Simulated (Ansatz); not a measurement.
# CH4GeTe: up Jacob's ladder to CCSD(T)

Aim: compute CH4GeTe with functionals from several rungs and with coupled cluster. The yardstick is the atomisation energy at the CCSD(T) limit.

Method: functionals in def2-TZVPP, the program's frozen cores in correlated methods; program: Ansatz 0.2.0, Gaussian basis.

Plan: LDA (SPW92), PBE-D4, revPBE-D4, BLYP-D4, r2SCAN-D4, B97M-V, PBE0-D4, B3LYP-D4, r2SCANh-D4, r2SCAN0-D4, HSE06-D4, BHLYP-D4, CAM-B3LYP-D4, LC-ωPBE, ωB97X-V, ωB97M-V, B2PLYP, PBE-QIDH; CCSD(T)/def2-SVP; CCSD(T)/def2-TZVPP; MP2/def2-QZVPP; extrapolation to the limit; RPA on PBE.

**1. The geometry**

An earlier PBE0-D4 in a triple-zeta def2 set relaxation fixed the geometry. Te takes the def2 core potential; no spin-orbit term is included.

SMILES `[CH2]1[GeH2][Te]1`, 7 atoms, charge 0, spin multiplicity 1.

Atoms are counted from 1 here; the program's logs count them from 0.

Bond lengths: C1–Ge2 1.927 Å, C1–Te3 2.211 Å, C1–H4 1.084 Å, C1–H5 1.084 Å, Ge2–Te3 2.512 Å, Ge2–H6 1.528 Å, Ge2–H7 1.528 Å. Angles: Ge2–C1–Te3 74.4°, Ge2–C1–H4 118.4°, Ge2–C1–H5 118.4°, Te3–C1–H4 112.2°, Te3–C1–H5 112.2°, H4–C1–H5 114.4°, C1–Ge2–Te3 58.0°, C1–Ge2–H6 118.1°, C1–Ge2–H7 118.1°, Te3–Ge2–H6 117.7°, Te3–Ge2–H7 117.7°, H6–Ge2–H7 115.3°, C1–Te3–Ge2 47.6°.

Coordinates:

```
C    -0.71213   -0.58471   -0.32563
Ge    0.76678    0.38368    0.44217
Te   -0.68655    1.37393   -1.35188
H    -0.49655   -1.40359   -1.00184
H    -1.60518   -0.72135    0.27280
H     0.61217    0.92537    1.86241
H     2.18274   -0.04124    0.05626
```

**2. LDA**

This LDA is Slater exchange with PW92 correlation.

File in.yaml:

```yaml
crystal:
  periodic: [false, false, false]
  atoms:
    - {symbol: C, position_ang: [-0.712131, -0.584712, -0.325627]}
    - {symbol: Ge, position_ang: [0.766784, 0.383685, 0.442171]}
    - {symbol: Te, position_ang: [-0.686548, 1.373927, -1.351878]}
    - {symbol: H, position_ang: [-0.496545, -1.403590, -1.001836]}
    - {symbol: H, position_ang: [-1.605176, -0.721349, 0.272795]}
    - {symbol: H, position_ang: [0.612173, 0.925375, 1.862411]}
    - {symbol: H, position_ang: [2.182743, -0.041235, 0.056264]}
basis:
  gaussian: {orbitals: def2-TZVPP}
hamiltonian: {xc: lda}
output: {orbitals: {seedname: orbitals}}
```

On the command line:

```
ansatz run in.yaml --threads 2 --pin off --events-out ev --progress --plain --max-ram 4352MiB
```

After this run come: PBE-D4 (GGA); revPBE-D4 (GGA); BLYP-D4 (GGA); r2SCAN-D4 (meta-GGA); B97M-V (meta-GGA); B3LYP-D4 (hybrid); r2SCANh-D4 (hybrid); r2SCAN0-D4 (hybrid); HSE06-D4 (hybrid); BHLYP-D4 (hybrid); CAM-B3LYP-D4 (range-separated); LC-ωPBE (range-separated); ωB97X-V (range-separated); ωB97M-V (range-separated); B2PLYP (double hybrid); PBE-QIDH (double hybrid); CCSD(T) in def2-SVP; CCSD(T) in def2-TZVPP; MP2 in def2-QZVPP; RPA on PBE orbitals.

Q: Predict the results of all the runs planned. Wanted: atomisation energy, CCSD(T)/CBS; farthest beyond LDA; mean size of error, GGA; mean size of error, meta-GGA; mean size of error, hybrid; mean size of error, range-separated; mean size of error, double hybrid; gap, smallest and largest; T1 diagnostic.

**Answer**, as computed:

| quantity | value |
| --- | --- |
| atomisation energy, CCSD(T)/CBS | 502.1 kcal/mol |
| functionals within 5.0 kcal/mol (1.0 %) | PBE-D4, r2SCAN-D4, B97M-V, ωB97X-V |
| farthest beyond LDA | BHLYP-D4 (-23.0 kcal/mol) |
| mean size of error, GGA | 8.3 kcal/mol |
| mean size of error, meta-GGA | 3.8 kcal/mol |
| mean size of error, hybrid | 11.0 kcal/mol |
| mean size of error, range-separated | 10.8 kcal/mol |
| mean size of error, double hybrid | 11.0 kcal/mol |
| gap, smallest and largest | 2.96 eV (BLYP-D4), 9.34 eV (LC-ωPBE) |
| T1 diagnostic | 0.0114 |
| triples share of the correlation energy | 3.4 % |

**Reading.** LDA overbinds by 70.5 kcal/mol (14 %). PBE-D4 is off by +1.1 kcal/mol. Double hybrids carry the basis error of their MP2 part in triple zeta, and no dispersion term here, so their miss is partly the set-up's. Taken by rung, meta-GGA functionals do best (3.8 kcal/mol on average) and hybrid ones worst beyond LDA (11.0 kcal/mol). The mean of the hybrids holds BHLYP, with half exact exchange. The reference freezes the cores and leaves out spin-orbit coupling and excitations past (T), and its outer-core shells are covered unevenly, so misses under about 5.0 kcal/mol can't be ranked. All levels share the lack of spin-orbit coupling, which lowers the free heavy atoms and so the true binding. Hartree-Fock recovers 68 % of the binding; the rest is correlation. CCSD(T) in def2-SVP is off by -42.2 kcal/mol, more than most functionals: a good method in a small basis is no reference. Orbital gaps span 3.0 to 9.3 eV; exact exchange widens them. Correlated methods include outer-core shells of Ge, Te, which these sets cover unevenly.
